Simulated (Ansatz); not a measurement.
# HfSc2O3: what a guessed cell relaxes into, part 2 of 2

Where does this trial cell of HfSc2O3 go when cell and atoms are let free?

Ansatz 0.2.0; DFT PBE, scalar-relativistic, plane waves, PAW. Earlier steps stand in the parts before.

### Step 4. Another rough relaxation

The end of the coarse run is made exact in the group found at a tolerance of 0.06 Å and reduced to its primitive cell.

File input.yaml:

```yaml
crystal:
  lattice:
    - [5.6931240779, 0.0, 0.0]
    - [-2.8465620389, 4.9303900784, 0.0]
    - [0.0, 0.0, 2.8689731446]
  atoms:
    - { symbol: Hf, position: [0.0, 0.0, 0.0] }
    - { symbol: Sc, position: [0.6666666667, 0.3333333333, 0.0] }
    - { symbol: Sc, position: [0.3333333333, 0.6666666667, 0.0] }
    - { symbol: O, position: [0.5, 0.0, 0.5] }
    - { symbol: O, position: [0.5, 0.5, 0.5] }
    - { symbol: O, position: [0.0, 0.5, 0.5] }
basis:
  ecutwfc: 420
kpoints:
  mp_grid: { grid: [6, 6, 6] }
hamiltonian:
  xc: pbe
scf:
  occupations: { method: gaussian, width: 0.1 }
  lower_state_search: "off"
output:
  forces: true
  stress: true
  eigenvalues: true
relax:
  adjacent_minimum: "off"
  f_tol: 0.04
  max_steps: 70
  cell: { stress_tol: 0.4 }
```

Started as:

```console
$ ansatz run input.yaml --threads 1 --pin off --max-ram 2560MiB --backend cpu --events-out ev --progress --plain --runs-dir out
```

The program printed (excerpt; [...] marks lines left out):

```text
Warning: RAYON_NUM_THREADS=1 ignored (pool sized by the plan → 1); use --threads N
[...]
Pseudopotentials: kind: paw
Pseudopotential: Hf, paw, valence charge 26, recommended cutoff 420 eV (normal), Hf.paw.azcp
Pseudopotential: Sc, paw, valence charge 11, recommended cutoff 420 eV (normal), Sc.paw.azcp
Pseudopotential: O, paw, valence charge 6, recommended cutoff 420 eV (normal), O.paw.azcp
Functional definition: PBE
[...]
Crystal: 6 atoms, lattice volume = 80.530 Å³
Basis set: ecut = 420 eV, 1581 PW (Γ), exchange–correlation on 80×80×40 points (8 copies of the dense FFT grid, shifted against one another)
Bands: 40, of which v1, the nominal top of the filled ones, is band 33 counted from 1 (32 counted from 0)
Symmetry: 24 space group operations
Space group: P6/mmm (ITA 191), of the structure as read, at distance tolerance 4.3e-5 Å
k-points: 28 of 216
[...]
  P = ⅓ Tr σ = -0.2417 GPa (-2.417 kbar)
--- Band table (eV; the first three rows and the last of 28) ---
[...]
--- Relaxed structure (3 steps of the walk, 2 accepted, 1 SCFs on fresh bases) ---
  F+E_penalty+E_count = -21700.35897612 eV   max|allowed force component| = 2.891e-19 eV/Å   (the final SCF, on the basis selected at the relaxed cell)
  cell:  # Å, volume = 79.7337 Å³
    - [5.637682979547778, -2.8586542099973122e-11, -3.1391216283236097e-32]
    - [-2.818841489749133, 4.882376678785815, 5.3799163582378915e-21]
    - [5.464621938909879e-35, 3.1305505865791317e-21, 2.896742753909392]
  atoms:
    - { symbol: Hf, position: [2.2158660696269923e-36, -6.374770805456468e-36, 2.263919769706678e-72] }
    - { symbol: Sc, position: [0.666666666666667, 0.3333333333333335, -1.0626468931433479e-35] }
    - { symbol: Sc, position: [0.3333333333333334, 0.666666666666667, 9.968192094972998e-36] }
    - { symbol: O, position: [0.5000000000000001, -2.883783894885145e-28, 0.5] }
    - { symbol: O, position: [0.5000000000000001, 0.5000000000000001, 0.5] }
    - { symbol: O, position: [-1.6029849766422702e-22, 0.5000000000000001, 0.5] }
```

It took 53 s on 1 thread of Intel Xeon at 2.50GHz (Skylake/Cascade Lake), shared host; peak memory 0.45 GiB.

Relaxation path:

```
step  E - E(step 1) (eV/cell)  largest force component (eV/Å)  pressure (GPa)  volume (Å³)
   1                   0.0000                          0.0000           -0.97        80.53
   2                   0.0041                          0.0000            0.45        78.94
   3                  -0.0222                          0.0000           -0.20        79.73
   4                  -0.0205                          0.0000           -0.24        79.73
```

Step 1 is the start. Step 4 repeats the geometry before it on a plane-wave basis chosen anew for that cell, so its energy need not be comparable with the rows above. Step 2 was tried and not accepted.

|  | before | after | change |
| --- | --- | --- | --- |
| a (Å) | 5.693 | 5.638 | -1.0 % |
| b (Å) | 5.693 | 5.638 | -1.0 % |
| c (Å) | 2.869 | 2.897 | +1.0 % |
| volume (Å³/atom) | 13.42 | 13.29 | -1.0 % |
| shortest distance (Å) | 2.181 | 2.179 | -0.1 % |
| space group (0.01 Å) | P6/mmm | P6/mmm | same |

The run keeps the 24 symmetry operations of the start, so it could not have lowered the symmetry.

### Step 5. Spin check on a coarse mesh

File input.yaml:

```yaml
crystal:
  lattice:
    - [5.6376829795, 0.0, 0.0]
    - [-2.8188414898, 4.8823766788, 0.0]
    - [0.0, 0.0, 2.8967427539]
  atoms:
    - { symbol: Hf, position: [0.0, 0.0, 0.0] }
    - { symbol: Sc, position: [0.6666666667, 0.3333333333, 0.0], spin: 1.0 }
    - { symbol: Sc, position: [0.3333333333, 0.6666666667, 0.0], spin: 1.0 }
    - { symbol: O, position: [0.5, 0.0, 0.5] }
    - { symbol: O, position: [0.5, 0.5, 0.5] }
    - { symbol: O, position: [0.0, 0.5, 0.5] }
basis:
  ecutwfc: 420
kpoints:
  mp_grid: { grid: [6, 6, 6] }
hamiltonian:
  xc: pbe
scf:
  occupations: { method: gaussian, width: 0.1 }
  lower_state_search: "off"
output:
  forces: true
  stress: true
  eigenvalues: true
  populations: true
magnetization:
  spin_polarized: true
```

Started as:

```console
$ ansatz run input.yaml --threads 1 --pin off --max-ram 2560MiB --backend cpu --events-out ev --progress --plain --runs-dir out
```

The program printed (excerpt; [...] marks lines left out):

```text
[...]
SCF converged after 22 iterations
Magnetization: 0.2701 μB (33.1351 up, 32.8649 down)
Absolute magnetization: 0.2803 μB (∫|ρ↑−ρ↓|, with the PAW one-centre terms)
Spin contamination: 0.0008 ħ² per cell (⟨S²⟩ above its minimum at these occupations)
Per-site moments (μB) at R_I (Å): [(0.13751355329601517, 1.19490638598375), (0.006473268448014063, 0.8986823583776371), (0.006473268448014023, 0.8986823583776373), (-0.0006697848156689547, 0.8986823583776373), (-0.0006697848156691818, 0.8986823583776375), (-0.0006697848156689694, [...]
Free energy (F): -21700.359369 eV
[...]
E sigma→0 (E₀):  -21700.349494 eV
Entropy (-TS):   -0.019751 eV (-3.292 meV/atom)
Fermi energy:    14.545912 eV
[...]
--- Forces (eV/Å), atoms counted from 1 ---
  atom   1  Hf     0.00000000    -0.00000000     0.00000000
  atom   2  Sc    -0.00000000     0.00000000     0.00000000
  atom   3  Sc     0.00000000     0.00000000     0.00000000
  atom   4  O      0.00000000    -0.00000000     0.00000000
  atom   5  O      0.00000000     0.00000000     0.00000000
  atom   6  O      0.00000000     0.00000000     0.00000000
[...]
--- Stress (GPa, compression-positive) ---
       -0.307667      -0.000000       0.000000
       -0.000000      -0.307667       0.000000
        0.000000       0.000000      -0.045627
  P = ⅓ Tr σ = -0.2203 GPa (-2.203 kbar)
--- Band table (eV; the first three rows and the last of 56) ---
[...]
--- Löwdin populations: 6 sites ---
  site symbol       q [e]    m [muB]
     0     Hf     25.5868     0.2354
     1     Sc     10.0873     0.0152
     2     Sc     10.0873     0.0152
     3      O      6.6841     0.0001
     4      O      6.6841     0.0001
     5      O      6.6841     0.0001
  spilling = 0.002820 (of n_electrons = 66.000000)
```

Run time: 57 s. Hardware: 1 thread of Intel Xeon at 2.50GHz (Skylake/Cascade Lake), shared host; peak memory 0.48 GiB.

Site by site:

```
atom  moment in the atom's sphere (μB)  Löwdin electrons
 Hf1                              0.14             25.59
 Sc2                              0.01             10.09
 Sc3                              0.01             10.09
  O4                              0.00              6.68
  O5                              0.00              6.68
  O6                              0.00              6.68
```

The Löwdin counts miss 0.19 of the 66 electrons, which the atomic orbitals do not span, so they are no charges.

The same cell is solved with trial moments on Sc. The largest site moment that stays is 0.14 μB and the cell's total 0.27 μB. The workflow keeps spin only above 0.25 μB on a site, so the next run goes without spin.

### Step 6. Full relaxation

The end of the coarse run is made exact in the group found at a tolerance of 0.06 Å and reduced to its primitive cell.

File input.yaml:

```yaml
crystal:
  lattice:
    - [5.6376829795, 0.0, 0.0]
    - [-2.8188414898, 4.8823766788, 0.0]
    - [0.0, 0.0, 2.8967427539]
  atoms:
    - { symbol: Hf, position: [0.0, 0.0, 0.0] }
    - { symbol: Sc, position: [0.6666666667, 0.3333333333, 0.0] }
    - { symbol: Sc, position: [0.3333333333, 0.6666666667, 0.0] }
    - { symbol: O, position: [0.5, 0.0, 0.5] }
    - { symbol: O, position: [0.5, 0.5, 0.5] }
    - { symbol: O, position: [0.0, 0.5, 0.5] }
basis:
  ecutwfc: 420
kpoints:
  mp_grid: { grid: [12, 12, 14] }
hamiltonian:
  xc: pbe
scf:
  occupations: { method: gaussian, width: 0.1 }
output:
  forces: true
  stress: true
  eigenvalues: true
relax:
  adjacent_minimum: "off"
  f_tol: 0.01
  max_steps: 80
  cell: { stress_tol: 0.05 }
```

Started as:

```console
$ ansatz run input.yaml --threads 1 --pin off --max-ram 2560MiB --backend cpu --events-out ev --progress --plain --runs-dir out
```

The program printed (excerpt; [...] marks lines left out):

```text
Warning: RAYON_NUM_THREADS=1 ignored (pool sized by the plan → 1); use --threads N
[...]
[... 5 set-up lines as earlier in the session ...]
[...]
Crystal: 6 atoms, lattice volume = 79.734 Å³
Basis set: ecut = 420 eV, 1581 PW (Γ), exchange–correlation on 80×80×40 points (8 copies of the dense FFT grid, shifted against one another)
Bands: 40, of which v1, the nominal top of the filled ones, is band 33 counted from 1 (32 counted from 0)
[... 2 set-up lines as earlier in the session ...]
k-points: 152 of 2016
[...]
        0.002762      -0.000000       0.000000
       -0.000000       0.002762       0.000000
        0.000000       0.000000      -0.006875
  P = ⅓ Tr σ = -0.0005 GPa (-0.005 kbar)
--- Band table (eV; the first three rows and the last of 152) ---
[...]
--- Relaxed structure (3 steps of the walk, 3 accepted, 1 SCFs on fresh bases) ---
  F+E_penalty+E_count = -21700.31484618 eV   max|allowed force component| = 2.313e-18 eV/Å   (the final SCF, on the basis selected at the relaxed cell)
  cell:  # Å, volume = 79.7195 Å³
    - [5.640734317737157, 2.888319813131153e-11, 0.0]
    - [-2.8203671588935912, 4.885019215144619, 0.0]
    - [0.0, 0.0, 2.89309291274462]
  atoms:
    - { symbol: Hf, position: [3.480006675730899e-35, 2.3280151158593195e-35, 0.0] }
    - { symbol: Sc, position: [0.6666666666666669, 0.3333333333333333, 0.0] }
    - { symbol: Sc, position: [0.33333333333333326, 0.6666666666666666, 0.0] }
    - { symbol: O, position: [0.5000000000000001, 0.0, 0.5000000000000001] }
    - { symbol: O, position: [0.5, 0.5, 0.5000000000000001] }
    - { symbol: O, position: [0.0, 0.49999999999999994, 0.5000000000000001] }
```

Run time: 3.9 min. Hardware: 1 thread of Intel Xeon at 2.50GHz (Skylake/Cascade Lake), shared host; peak memory 0.67 GiB.

Relaxation path:

```
step  energy from step 1 (eV/cell)  largest force component (eV/Å)  pressure (GPa)  volume (Å³)
   1                        0.0000                          0.0000           -0.08        79.73
   2                        0.0001                          0.0000           -0.04        79.77
   3                       -0.0002                          0.0000            0.00        79.72
   4                       -0.0002                          0.0000            0.00        79.72
```

Step 1 is the start. Step 4 repeats the geometry before it on a plane-wave basis chosen anew for that cell, so its energy need not be comparable with the rows above.

|  | before | after | change |
| --- | --- | --- | --- |
| a (Å) | 5.638 | 5.641 | +0.1 % |
| b (Å) | 5.638 | 5.641 | +0.1 % |
| c (Å) | 2.897 | 2.893 | -0.1 % |
| volume (Å³/atom) | 13.29 | 13.29 | 0.0 % |
| shortest distance (Å) | 2.179 | 2.178 | 0.0 % |
| space group (0.01 Å) | P6/mmm | P6/mmm | same |

The run keeps the 24 symmetry operations of the start, so it could not have lowered the symmetry.

### Step 7. Changed: mp_grid.grid [15, 15, 18]

File input.yaml:

```yaml
crystal:
  lattice:
    - [5.6407343177, 0.0, 0.0]
    - [-2.8203671589, 4.8850192151, 0.0]
    - [0.0, 0.0, 2.8930929127]
  atoms:
    - { symbol: Hf, position: [0.0, 0.0, 0.0] }
    - { symbol: Sc, position: [0.6666666667, 0.3333333333, 0.0] }
    - { symbol: Sc, position: [0.3333333333, 0.6666666667, 0.0] }
    - { symbol: O, position: [0.5, 0.0, 0.5] }
    - { symbol: O, position: [0.5, 0.5, 0.5] }
    - { symbol: O, position: [0.0, 0.5, 0.5] }
basis:
  ecutwfc: 420
kpoints:
  mp_grid: { grid: [15, 15, 18] }
hamiltonian:
  xc: pbe
scf:
  occupations: { method: gaussian, width: 0.1 }
output:
  forces: true
  eigenvalues: true
  stress: true
```

Started as:

```console
$ ansatz run input.yaml --threads 1 --pin off --max-ram 2560MiB --backend cpu --events-out ev --progress --plain --runs-dir out
```

The program printed (excerpt; [...] marks lines left out):

```text
Warning: RAYON_NUM_THREADS=1 ignored (pool sized by the plan → 1); use --threads N
[...]
[... 5 set-up lines as earlier in the session ...]
[...]
Crystal: 6 atoms, lattice volume = 79.719 Å³
Basis set: ecut = 420 eV, 1581 PW (Γ), exchange–correlation on 80×80×40 points (8 copies of the dense FFT grid, shifted against one another)
Bands: 40, of which v1, the nominal top of the filled ones, is band 33 counted from 1 (32 counted from 0)
[... 2 set-up lines as earlier in the session ...]
k-points: 270 of 4050
[...]
SCF iter   9: F=-21700.314417 eV  HF=-21700.314417 eV  |F-HF|=1.45e-8  |Δ(HF+E_count)|=   2.37e-8  Δρ=5.11e-6  dr2=2.56e-8  ethr=1.52e-10  ⟨swp⟩=9.3  Hψ=41915  notcnv=0
[...]
SCF converged after 9 iterations
Free energy (F): -21700.314417 eV
[...]
E sigma→0 (E₀):  -21700.303605 eV
Entropy (-TS):   -0.021624 eV (-3.604 meV/atom)
Fermi energy:    14.546241 eV
[...]
--- Forces (eV/Å), atoms counted from 1 ---
  atom   1  Hf     0.00000000    -0.00000000     0.00000000
  atom   2  Sc    -0.00000000     0.00000000     0.00000000
  atom   3  Sc     0.00000000    -0.00000000     0.00000000
  atom   4  O      0.00000000    -0.00000000     0.00000000
  atom   5  O     -0.00000000     0.00000000     0.00000000
  atom   6  O      0.00000000    -0.00000000     0.00000000
[...]
--- Stress (GPa, compression-positive) ---
        0.081993       0.000000       0.000000
        0.000000       0.081993       0.000000
        0.000000       0.000000      -0.254321
  P = ⅓ Tr σ = -0.0301 GPa (-0.301 kbar)
--- Band table (eV; the first three rows and the last of 270) ---
[...]
```

It took 99 s on 1 thread of Intel Xeon at 2.50GHz (Skylake/Cascade Lake), shared host; peak memory 0.84 GiB.

| run | ending | energy change | pressure (GPa) | gap (eV) | force (eV/Å) | cycles | time |
| --- | --- | --- | --- | --- | --- | --- | --- |
| step 6 | converged | 0 | 0.0 | 0.00 | 0.00 | - | 3.9 min |
| variant | converged | +0.1 meV/atom | 0.0 | 0.00 | 0.00 | 9 | 99 s |

Changing the k-point mesh leaves the energy as it was (+0.1 meV/atom).

### Step 8. Results

What follows sums up all 2 parts. Changes of volume or cell count from the first structure of part 1.

| quantity | value |
| --- | --- |
| symmetry at the end (tolerance 0.05 Å) | space group P6/mmm (No. 191) |
| conventional cell | a = 5.641 Å, b = 5.641 Å, c = 2.893 Å, α = 90.00°, β = 90.00°, γ = 120.00° |
| volume | 13.29 Å³/atom |
| energy over the elements (uncorrected; H, N, O, F and Cl as molecules) | -2.07 eV/atom |
| gap on the mesh | none (metal) |

The space group P6/mmm (No. 191) is kept, and the volume per atom shrinks by 6.7 % from the first guess. A negative formation energy is needed for stability but isn't enough; other structures and compounds were not set against it here. No finished test with a distortion of lower symmetry is shown, so the end may be a saddle point. Spin-orbit coupling is left out for Hf. Other magnetic orders were not searched.
